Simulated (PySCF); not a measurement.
# C6H9NO: the cost of one run

Computed with PySCF 2.14.0, with density-fitted response routines of our own, on a single molecule, in the gas phase or a continuum. Atoms are numbered from 0 throughout.

## (1) The starting structure

17 atoms, charge 0, multiplicity 1; geometry from: GFN2-xTB.

Bonds of the start (Å): N0–C1 1.36, C1–C2 1.35, C2–C3 1.44, C3–O4 1.22, C3–C5 1.52, C5–C6 1.52, C6–C7 1.53, C7–C1 1.50, N0–H8 1.01, N0–H9 1.00, C2–H10 1.08, C5–H11 1.09, C5–H12 1.09, C6–H13 1.09, C6–H14 1.09, C7–H15 1.09, C7–H16 1.10.

## (2) Geometry optimisation at PBE0-D3(BJ)/def2-SVP

What the job is given:

```
{"job": {"xc": "PBE0", "basis": "def2-SVP", "d3": "d3bj", "grid": 2, "kind": "geom"}, "charge": 0, "multiplicity": 1}
N      2.499700    -0.657360     0.208930
C      1.172550    -0.417630     0.028810
C      0.640870     0.819310     0.147260
C     -0.762040     1.107100    -0.027190
O     -1.225020     2.230500     0.058830
C     -1.643360    -0.085000    -0.371600
C     -1.106870    -1.376440     0.229180
C      0.317510    -1.615070    -0.261250
H      3.126880     0.127210     0.257290
H      2.887430    -1.538000    -0.080350
H      1.277210     1.663380     0.372810
H     -2.658850     0.122170    -0.031670
H     -1.669340    -0.163480    -1.462990
H     -1.104000    -1.295160     1.318210
H     -1.745460    -2.218250    -0.046130
H      0.748250    -2.499530     0.214510
H      0.306430    -1.787750    -1.342990
```

**Question.** How long does this first job take on 8 threads of Arm Neoverse N1, shared host?

About 2.4 min.
